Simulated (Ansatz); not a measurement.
# C2H6AlF (SMILES [CH3][Al]([CH3])[F]) at B3LYP/def2-SVP

Aim: the electronic atomisation energy of C2H6AlF at B3LYP/def2-SVP, from 5 runs. 

Program for the calculation: Ansatz 0.2.0.

66 further runs of the same task are left out: 66 set aside as unsound or not needed.

### 1 The molecule

The species is C2H6AlF (10 atoms), meant as a singlet with charge 0. SMILES: `[CH3][Al]([CH3])[F]`. The coordinates come from a PBE0-D4/def2-TZVP relaxation.

Bond lengths: C1–Al2 1.943 Å, Al2–C3 1.942 Å, Al2–F4 1.659 Å, C1–H5 1.092 Å, C1–H6 1.095 Å, C1–H7 1.095 Å, C3–H8 1.095 Å, C3–H9 1.093 Å, C3–H10 1.095 Å. Some angles: C1–Al2–C3 126.3°, C1–Al2–F4 117.4°, C3–Al2–F4 116.3°, Al2–C1–H5 112.4°, Al2–C1–H6 110.9°, Al2–C1–H7 111.1°, Al2–C3–H8 110.9°, Al2–C3–H9 112.6°, Al2–C3–H10 110.9°, H5–C1–H6 107.9°.

### 2 A single-point energy at B3LYP/def2-SVP

The input, in.yaml:

```yaml
basis:
  gaussian: {orbitals: def2-SVP}
crystal:
  periodic: [false, false, false]
  atoms:
    - {symbol: C, position_ang: [-0.566700, 1.412600, -0.858500]}
    - {symbol: Al, position_ang: [-0.288600, -0.445300, -0.364300]}
    - {symbol: C, position_ang: [0.794700, -1.093100, 1.112200]}
    - {symbol: F, position_ang: [-1.047300, -1.600600, -1.281300]}
    - {symbol: H, position_ang: [-1.184400, 1.517100, -1.752900]}
    - {symbol: H, position_ang: [-1.054000, 1.963400, -0.046800]}
    - {symbol: H, position_ang: [0.387100, 1.917300, -1.043800]}
    - {symbol: H, position_ang: [0.189400, -1.676700, 1.813200]}
    - {symbol: H, position_ang: [1.269800, -0.283800, 1.672000]}
    - {symbol: H, position_ang: [1.583200, -1.762300, 0.753400]}
hamiltonian: {xc: {name: B3LYP}}
accuracy: high
output: {orbitals: {seedname: orbitals}}
```

On the command line:

```bash
$ ansatz run in.yaml --threads 1 --pin off --max-ram 3480MiB --events-out events.jsonl --progress --plain --runs-dir runs
```

Standard output:

```text
Warning: RAYON_NUM_THREADS=1 ignored (pool sized by the plan → 1); use --threads N
Functional definition: B3LYP
  name "B3LYP"
  parameter a0 = 0.2
  parameter ax = 0.72
  parameter ac = 0.81
  exchange = (1 - a0 - ax)*slater_x + ax*b88_x + a0*exact_x
  correlation = (1 - ac)*vwn_rpa_c + ac*lyp_c
2083 factors; integrals over basis functions are off by at most 2.4e-8 eV
mean field evaluation 1: about -11470.8181 eV, gradient 7.4e1 eV
mean field evaluation 2: about -11463.7256 eV, gradient 9.1e1 eV
mean field evaluation 4: about -11482.9550 eV, gradient 4.0e0 eV
mean field evaluation 8: about -11483.1128 eV, gradient 7.8e-2 eV
mean field evaluation 16: about -11483.1128 eV, gradient 6.3e-6 eV
mean field -11483.11281887 eV, -421.9966125599 hartree, gradient 7.5e-8 eV, S^2 0.000000; 0 other end points of the search recorded, 0 dependent functions left out
reference -11483.11286234 eV, -421.9966141576 hartree; 20, 20 occupied and 70, 70 virtual orbitals, 2083 factors
Total energy: -11483.11286234 eV, -421.9966141576 hartree
```

Wall time 8.7 s (1 thread of Intel Xeon Platinum 8488C (Sapphire Rapids), shared host); peak memory 0.32 GiB.

### 3 The Al atom at the same level

The input, in.yaml:

```yaml
crystal:
  periodic: [false, false, false]
  atoms:
    - {symbol: Al, position_ang: [0.000000, 0.000000, 0.000000]}
basis:
  gaussian: {orbitals: def2-SVP}
magnetization: {spin_polarized: true, initial_magnetization: 1}
hamiltonian: {xc: {name: B3LYP}}
accuracy: high
```

On the command line:

```bash
$ ansatz run in.yaml --threads 1 --pin off --max-ram 3480MiB --events-out events.jsonl --progress --plain --runs-dir runs
```

Standard output:

```text
Warning: RAYON_NUM_THREADS=1 ignored (pool sized by the plan → 1); use --threads N
Functional definition: B3LYP
  name "B3LYP"
  parameter a0 = 0.2
  parameter ax = 0.72
  parameter ac = 0.81
  exchange = (1 - a0 - ax)*slater_x + ax*b88_x + a0*exact_x
  correlation = (1 - ac)*vwn_rpa_c + ac*lyp_c
142 factors; integrals over basis functions are off by at most 1.6e-9 eV
mean field evaluation 1: about -6593.3336 eV, gradient 1.3e0 eV
mean field evaluation 2: about -6593.3605 eV, gradient 2.8e-1 eV
mean field evaluation 4: about -6593.3616 eV, gradient 7.1e-2 eV
mean field evaluation 8: about -6593.3617 eV, gradient 6.4e-5 eV
mean field evaluation 16: about -6593.2869 eV, gradient 2.2e0 eV
mean field evaluation 32: about -6593.2869 eV, gradient 2.2e0 eV
mean field -6593.36165431 eV, -242.3015716548 hartree, gradient 9.1e-9 eV, S^2 0.752517; 2 other end points of the search recorded, 0 dependent functions left out
reference -6593.36167542 eV, -242.3015724306 hartree; 7, 6 occupied and 11, 12 virtual orbitals, 142 factors
Total energy: -6593.36167542 eV, -242.3015724306 hartree
```

Run time: 1.5 s. Hardware: 1 thread of Intel Xeon Platinum 8488C (Sapphire Rapids), shared host; peak memory 0.11 GiB.

### 4 The C atom

The input, run.yaml:

```yaml
crystal:
  periodic: [false, false, false]
  atoms:
    - {symbol: C, position_ang: [0.000000, 0.000000, 0.000000]}
basis:
  gaussian: {orbitals: def2-SVP}
magnetization: {spin_polarized: true, initial_magnetization: 2}
hamiltonian: {xc: {name: B3LYP}}
accuracy: high
```

Run the same way, it converges to -37.81406 Eh (log not shown).

### 5 The F atom, same level

The input, run.yaml:

```yaml
crystal:
  periodic: [false, false, false]
  atoms:
    - {symbol: F, position_ang: [0.000000, 0.000000, 0.000000]}
basis:
  gaussian:
    orbitals: def2-SVP
magnetization:
  spin_polarized: true
  initial_magnetization: 1
hamiltonian:
  xc: {name: B3LYP}
accuracy: high
```

Run the same way, it converges to -99.64047 Eh (log not shown).

### 6 The H atom, same level

The input, job.yaml:

```yaml
crystal:
  periodic: [false, false, false]
  atoms:
    - symbol: H
      position_ang: [0.000000, 0.000000, 0.000000]
basis:
  gaussian:
    orbitals: def2-SVP
hamiltonian:
  xc: {name: B3LYP}
magnetization:
  spin_polarized: true
  initial_magnetization: 1
accuracy: high
```

Run the same way, it converges to -0.50126 Eh (log not shown).

### 7 Results

Level: B3LYP/def2-SVP.

```
                     quantity          value
       molecule: total energy  -421.99661 Eh
        molecule: HOMO energy       -7.61 eV
        molecule: LUMO energy       -0.39 eV
      molecule: HOMO–LUMO gap        7.22 eV
        Al atom: total energy  -242.30157 Eh
                Al atom: ⟨S²⟩          0.753
         C atom: total energy   -37.81406 Eh
                 C atom: ⟨S²⟩          2.003
         F atom: total energy   -99.64047 Eh
                 F atom: ⟨S²⟩          0.751
         H atom: total energy    -0.50126 Eh
                 H atom: ⟨S²⟩          0.750
electronic atomisation energy      38.610 eV
```

In words: Taking the molecule apart into free atoms costs 38.61 eV (890 kcal/mol), before zero-point energy and without spin-orbit coupling.
